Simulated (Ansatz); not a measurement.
# AlH8NOSi: the cost of one run

Program: Ansatz 0.2.0. Level of theory: RKS PBE-D4/def2-SVP. These are calculated values, not measurements.

## Step 1: The starting structure

Bond lengths: Al1–N2 2.270 Å, N2–H3 1.060 Å, N2–H4 1.060 Å, Al1–H5 1.560 Å, Al1–H6 1.560 Å, Al1–O7 2.080 Å, O7–Si8 1.680 Å, Si8–H9 1.460 Å, Si8–H10 1.460 Å, Si8–H11 1.460 Å. Angles (14 of 16 angles, heavy atoms first): N2–Al1–O7 71.6°, Al1–O7–Si8 125.0°, Al1–N2–H3 120.0°, Al1–N2–H4 120.0°, N2–Al1–H5 120.0°, N2–Al1–H6 120.0°, H5–Al1–O7 105.4°, H6–Al1–O7 92.8°, O7–Si8–H9 109.5°, O7–Si8–H10 109.5°, O7–Si8–H11 109.5°, H3–N2–H4 120.0°, H5–Al1–H6 120.0°, H9–Si8–H10 109.4°.

Coordinates:

```xyz
12

Al    0.0000    0.0000    0.0000
N     0.0000    0.0000    2.2700
H    -0.8770   -0.2713    2.8000
H     0.8770    0.2713    2.8000
H     1.3510    0.0000   -0.7800
H    -1.3510    0.0000   -0.7800
O    -0.2602    1.9567    0.6559
Si   -1.6765    2.8460    0.4968
H    -2.6935    2.0296   -0.1597
H    -2.1523    3.2453    1.8181
H    -1.4165    4.0371   -0.3065
H    -0.1672    1.2578    1.8121
```

## Step 2: A restrained relaxation towards end A

Springs on the bonds that form and break draw the guess towards this end; the thresholds are loose.

Contents of input.yaml:

```yaml
crystal:
  periodic: [false, false, false]
  atoms:
    - { symbol: Al, position_ang: [0.0, 0.0, 0.0] }
    - { symbol: "N", position_ang: [0.0, 0.0, 2.27] }
    - { symbol: H, position_ang: [-0.877, -0.2713, 2.8] }
    - { symbol: H, position_ang: [0.877, 0.2713, 2.8] }
    - { symbol: H, position_ang: [1.351, 0.0, -0.78] }
    - { symbol: H, position_ang: [-1.351, 0.0, -0.78] }
    - { symbol: O, position_ang: [-0.2602, 1.9567, 0.6559] }
    - { symbol: Si, position_ang: [-1.6765, 2.846, 0.4968] }
    - { symbol: H, position_ang: [-2.6935, 2.0296, -0.1597] }
    - { symbol: H, position_ang: [-2.1523, 3.2453, 1.8181] }
    - { symbol: H, position_ang: [-1.4165, 4.0371, -0.3065] }
    - { symbol: H, position_ang: [-0.1672, 1.2578, 1.8121] }
basis:
  gaussian: { orbitals: def2-SVP }
hamiltonian:
  xc: pbe
  dispersion: d4
relax:
  f_tol: 0.15
  max_steps: 25
  restrain:
    - { distance: [0, 6], at: 2.98, k: 30.0 }
    - { distance: [11, 1], at: 2.26, k: 30.0 }
    - { distance: [0, 1], at: 1.92, k: 30.0 }
    - { distance: [11, 6], at: 1.01, k: 30.0 }
```

Started as:

```sh
$ ansatz run input.yaml --threads 2 --pin off --max-ram 3072MiB --backend cpu --events-out ev --progress --plain --runs-dir out
```

Q: Estimate wall time and peak memory on 2 threads of Arm Neoverse V1, shared host.

About 20 s, with a peak of 0.15 GiB.
